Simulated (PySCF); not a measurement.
**From one method to the next for KSi (quartet)**

Starting from one script, swap the method and compare what comes out for KSi (quartet).

Program: PySCF 2.14.0. Level of theory: each script names its method and basis. These are calculated values, not measurements.

5 further runs of the same task are left out: 5 that didn't finish.

### Step 1. Starting geometry

KSi (quartet): 2 atoms, charge 0, spin multiplicity 4.

Bond lengths: K1–Si2 2.754 Å.

### Step 2. Base script

Contents of input.py:

```python
from pyscf import gto, scf

mol = gto.M(
    atom='K 0 0 0; Si 0 0 2.754',
    basis='crenbl',
    ecp={'K': 'crenbl', 'Si': 'crenbl'},
    charge=0,
    spin=3,
    symmetry=True,
    verbose=4,
)
mf = scf.ROHF(mol)
mf.kernel()
mf.nuc_grad_method().kernel()
mf.dip_moment()
print('orbital energies (hartree):', mf.mo_energy[..., max(0, mol.nelec[1]-3):mol.nelec[0]+3].round(4))
```

Launch:

```
$ OMP_NUM_THREADS=1 python input.py
```

### Step 3. Scan (ROKS)

Edit 1 changes functional: none (Hartree–Fock) → scan; SCF type: ROHF → ROKS; step after the SCF: gradient → analyze.

input.py: that of step 2 with these lines changed.

```diff
@@ -1,2 +1,2 @@
-from pyscf import gto, scf
+from pyscf import gto, dft
 
@@ -11,5 +11,5 @@
 )
-mf = scf.ROHF(mol)
+mf = dft.ROKS(mol, xc='scan')
 mf.kernel()
-mf.nuc_grad_method().kernel()
+mf.mulliken_pop()
 mf.dip_moment()
```

### Step 4. Tpss (ROKS)

Edit 2 changes functional: none (Hartree–Fock) → tpss; SCF type: ROHF → ROKS; step after the SCF: gradient → analyze.

input.py: that of step 2 with these lines changed.

```diff
@@ -1,2 +1,2 @@
-from pyscf import gto, scf
+from pyscf import gto, dft
 
@@ -11,5 +11,5 @@
 )
-mf = scf.ROHF(mol)
+mf = dft.ROKS(mol, xc='tpss')
 mf.kernel()
-mf.nuc_grad_method().kernel()
+mf.mulliken_pop()
 mf.dip_moment()
```

### Step 5. Geometry optimisation

Edit 3 changes step after the SCF: gradient → optimize.

input.py: that of step 2 with these lines changed.

```diff
@@ -1,2 +1,3 @@
 from pyscf import gto, scf
+from pyscf.geomopt.geometric_solver import optimize
 
@@ -13,4 +14,5 @@
 mf.kernel()
-mf.nuc_grad_method().kernel()
-mf.dip_moment()
+mol_eq = optimize(mf, maxsteps=30)
+print('optimised geometry (angstrom)')
+print(mol_eq.tostring('raw'))
 print('orbital energies (hartree):', mf.mo_energy[..., max(0, mol.nelec[1]-3):mol.nelec[0]+3].round(4))
```

### Step 6. X3lyp (ROKS)

Edit 4 changes functional: none (Hartree–Fock) → x3lyp; SCF type: ROHF → ROKS; step after the SCF: gradient → analyze.

input.py: that of step 2 with these lines changed.

```diff
@@ -1,2 +1,2 @@
-from pyscf import gto, scf
+from pyscf import gto, dft
 
@@ -11,5 +11,5 @@
 )
-mf = scf.ROHF(mol)
+mf = dft.ROKS(mol, xc='x3lyp')
 mf.kernel()
-mf.nuc_grad_method().kernel()
+mf.mulliken_pop()
 mf.dip_moment()
```

### Step 7. CCSD(T)

Edit 5 changes step after the SCF: gradient → ccsd(t).

input.py: that of step 2 with these lines changed.

```diff
@@ -1,2 +1,2 @@
-from pyscf import gto, scf
+from pyscf import gto, scf, cc
 
@@ -13,3 +13,5 @@
 mf.kernel()
-mf.nuc_grad_method().kernel()
+mycc = cc.CCSD(mf)
+mycc.kernel()
+mycc.ccsd_t()
 mf.dip_moment()
```

What does the calculation give? Wanted: for each run, E(SCF); from base; SCF dipole; after the SCF.

As calculated:

| run | E(SCF) (hartree) | from base (eV) | cycles | SCF dipole (D) | after the SCF |
| --- | --- | --- | --- | --- | --- |
| base | -31.605550 | 0 | 11 | 10.94 | n/a |
| scan (ROKS) | -31.994913 | not comparable | 10 | 9.85 | n/a |
| tpss (ROKS) | -31.970456 | not comparable | 37 | 9.32 | n/a |
| geometry optimisation | -31.605550 | 0.0000 | 11 | n/a | bond 3.200 Å, -0.355 eV |
| x3lyp (ROKS) | -31.946047 | not comparable | 11 | 8.74 | n/a |
| CCSD(T) | -31.605550 | 0.0000 | 11 | 10.94 | CCSD(T) correlation -1.779 eV |

SCF columns refer to the geometry typed in the script.

**Reading.** A lower total energy from another functional means nothing by itself. The dearest run is “tpss (ROKS)”, at 8.9 s against 1.1 s.
